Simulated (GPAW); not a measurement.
Set up this calculation in GPAW 26.7.0, as an ASE script.

- Task: relaxation of the atoms
- Functional: PBE
- Potentials or basis: GPAW PAW data sets (gpaw-data 1.2.1)
- Cutoff: 600 eV
- Basis: pw
- k mesh: 7 × 7 × 5
- Occupations: fermi-dirac, width 0.05 eV
- Spin: no spin polarisation
- Maxiter: 150
- Optimizer: BFGS
- Fmax: 0.02 eV/Å
- Max steps: 60
- Convergence: density=1e-05 forces=0.0001

The structure of MoI lies in POSCAR:

```
MoI
1.0
    3.7681933328      0.0000000000      0.0000000000
    0.0000000000      3.7681933328      0.0000000000
    0.0000000000      0.0000000000      5.0420814100
Mo I
1 1
Direct
    0.5000000000      0.5000000000      0.5000000000
    0.0000000000      0.0000000000      0.5000000000
```

The cell was built by a generator and needn't be a form met in nature.

The cell isn't the ideal one: strain = 0.04.

The input as run:

run.py

```python
from ase.io import read, write
from ase.optimize import BFGS
from gpaw import GPAW, PW

atoms = read('POSCAR')

calc = GPAW(mode=PW(600),
            xc='PBE',
            kpts={'size': (7, 7, 5), 'gamma': True},
            occupations={'name': 'fermi-dirac', 'width': 0.05},
            nbands=21,
            convergence={'density': 1e-05, 'forces': 0.0001},
            maxiter=150,
            txt='gpaw.txt')
atoms.calc = calc
opt = BFGS(atoms, trajectory='relax.traj', logfile='-')
done = opt.run(fmax=0.02, steps=60)
calc.write('gs.gpw')
write('result.traj', atoms)
print('Converged:', done)
print('Cell:', atoms.cell.cellpar().round(4))
print('Volume:', round(atoms.get_volume(), 4))
print(atoms.get_scaled_positions().round(5))
```

Potentials or basis: GPAW PAW data sets (gpaw-data 1.2.1), pw.

The run is started by

```sh
$ OMP_NUM_THREADS=1 python run.py
```

It gave:

```
Band gap on the k mesh : none (metal or under the smearing width)
```

Caveat: the density grid can change from cell to cell, which puts small steps into energies and stress; the relaxation stopped at its first step, so nothing moved; later steps reuse the first step's grids; an odd number of electrons without spin polarisation forces a metal; a magnetic or distorted state may lie lower.

Wall time 26 s on 1 thread of Arm Neoverse V2, on a shared host, peak memory 0.18 GiB.
